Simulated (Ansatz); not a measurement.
# C₃H₁₂InNOSi: ionisation energy by level of theory

An exercise on one series of results from a longer session: the logs are not shown, and one member is left open.

Method: unrestricted cation, the program's frozen cores in correlated methods; program: Ansatz 0.2.0, Gaussian basis.

The runs, in order: UKS PBE-D4/def2-TZVPP; UKS r2SCAN-D4/def2-TZVPP; UKS PBE0-D4/def2-TZVPP; UKS B3LYP-D4/def2-TZVPP; UKS wB97X-V/def2-TZVPP; UKS wB97M-V/def2-TZVPP; UKS B2PLYP/def2-TZVPP; UHF-MP2/def2-TZVPP; UHF-MP2/def2-QZVPP; then −ε(HOMO) from the neutral's earlier runs with LDA (SPW92), PBE-D4, revPBE-D4, BLYP-D4, r2SCAN-D4, B97M-V, PBE0-D4, B3LYP-D4, r2SCANh-D4, r2SCAN0-D4, HSE06-D4, BHLYP-D4, CAM-B3LYP-D4, LC-ωPBE, ωB97X-V, ωB97M-V.

2 further runs of the same task are left out: 1 for a known fault of the program, 1 that didn't finish.

## The geometry

The geometry comes from an earlier relaxation with PBE0-D4 in a triple-zeta def2 set; it is a stationary point, not always the lowest conformer. In takes the def2 core potential; no spin-orbit term is included.

SMILES `C[N](C)[In]([CH3])[O][SiH3]`, 19 atoms, charge 0, spin multiplicity 1.

Atoms are counted from 1 here; the program's logs count them from 0.

Bond lengths: C1–N2 1.439 Å, C1–H8 1.093 Å, C1–H9 1.101 Å, C1–H10 1.101 Å, N2–C3 1.438 Å, N2–In4 2.005 Å, C3–H11 1.101 Å, C3–H12 1.091 Å, C3–H13 1.101 Å, In4–C5 2.123 Å, In4–O6 1.996 Å, C5–H14 1.090 Å, C5–H15 1.089 Å, C5–H16 1.090 Å, O6–Si7 1.615 Å, Si7–H17 1.490 Å, Si7–H18 1.495 Å, Si7–H19 1.495 Å. Angles: N2–C1–H8 111.4°, N2–C1–H9 111.7°, N2–C1–H10 111.8°, H8–C1–H9 107.4°, H8–C1–H10 107.4°, H9–C1–H10 106.9°, C1–N2–C3 112.8°, C1–N2–In4 122.6°, C3–N2–In4 124.5°, N2–C3–H11 111.7°, N2–C3–H12 111.4°, N2–C3–H13 111.5°, H11–C3–H12 107.5°, H11–C3–H13 107.1°, H12–C3–H13 107.4°, N2–In4–C5 132.8°, N2–In4–O6 111.1°, C5–In4–O6 116.1° and more.

Set-up of the first run:

File in.yaml:

```yaml
crystal:
  periodic: [false, false, false]
  atoms:
    - {symbol: C, position_ang: [2.019189, -0.146565, -1.547658]}
    - {symbol: N, position_ang: [1.130232, 0.001595, -0.426248]}
    - {symbol: C, position_ang: [1.827018, 0.210999, 0.814107]}
    - {symbol: In, position_ang: [-0.863738, -0.098090, -0.606349]}
    - {symbol: C, position_ang: [-2.148604, -0.381067, -2.272952]}
    - {symbol: O, position_ang: [-1.757897, 0.132079, 1.163175]}
    - {symbol: Si, position_ang: [-1.541275, 0.289899, 2.755542]}
    - {symbol: H, position_ang: [1.465627, -0.301747, -2.477820]}
    - {symbol: H, position_ang: [2.652487, 0.743580, -1.686743]}
    - {symbol: H, position_ang: [2.697677, -1.004884, -1.421942]}
    - {symbol: H, position_ang: [2.491635, -0.632972, 1.055046]}
    - {symbol: H, position_ang: [1.131390, 0.328534, 1.646751]}
    - {symbol: H, position_ang: [2.453435, 1.115585, 0.778114]}
    - {symbol: H, position_ang: [-2.821741, 0.472694, -2.348785]}
    - {symbol: H, position_ang: [-1.578023, -0.478506, -3.195183]}
    - {symbol: H, position_ang: [-2.741201, -1.281759, -2.114005]}
    - {symbol: H, position_ang: [-2.857365, 0.329533, 3.453575]}
    - {symbol: H, position_ang: [-0.804978, 1.544501, 3.100454]}
    - {symbol: H, position_ang: [-0.753867, -0.843429, 3.330910]}
basis:
  gaussian: {orbitals: def2-TZVPP}
total_charge: 1
magnetization: {spin_polarized: true, initial_magnetization: 1}
hamiltonian: {xc: pbe, dispersion: d4}
```

Run with:

```console
> ansatz run in.yaml --threads 2 --pin off --events-out ev --progress --plain --max-ram 32768MiB --backend cuda --devices 0, --max-vram 18GiB
```

Steps of the session up to this table: Cation, UKS PBE-D4/def2-TZVPP; Cation, UKS r2SCAN-D4/def2-TZVPP; Cation, UKS PBE0-D4/def2-TZVPP; Cation, UKS B3LYP-D4/def2-TZVPP; Cation, UKS wB97X-V/def2-TZVPP; Cation, UKS wB97M-V/def2-TZVPP; Cation, UKS B2PLYP (frozen core)/def2-TZVPP; Cation, UHF-MP2/def2-TZVPP; Cation, UHF-MP2/def2-QZVPP.

One of the session's tables, all rows but one given; the rest of the session is left out.

Orbital estimates, from the neutral's runs:

| functional | −ε(HOMO) (eV) |
| --- | --- |
| LDA (SPW92) | ? |
| PBE-D4 | 4.92 |
| revPBE-D4 | 4.85 |
| BLYP-D4 | 4.82 |
| r2SCAN-D4 | 5.12 |
| B97M-V | 5.25 |
| PBE0-D4 | 6.12 |
| B3LYP-D4 | 5.94 |
| r2SCANh-D4 | 5.57 |
| r2SCAN0-D4 | 6.28 |
| HSE06-D4 | 5.72 |
| BHLYP-D4 | 7.31 |
| CAM-B3LYP-D4 | 7.49 |
| LC-ωPBE | 8.79 |
| ωB97X-V | 8.48 |
| ωB97M-V | 8.42 |

**Question.** Estimate the row for LDA (SPW92).

As computed: −ε(HOMO) (eV): 5.07. In the column «−ε(HOMO) (eV)» it lies between PBE-D4 (4.92) and r2SCAN-D4 (5.12).
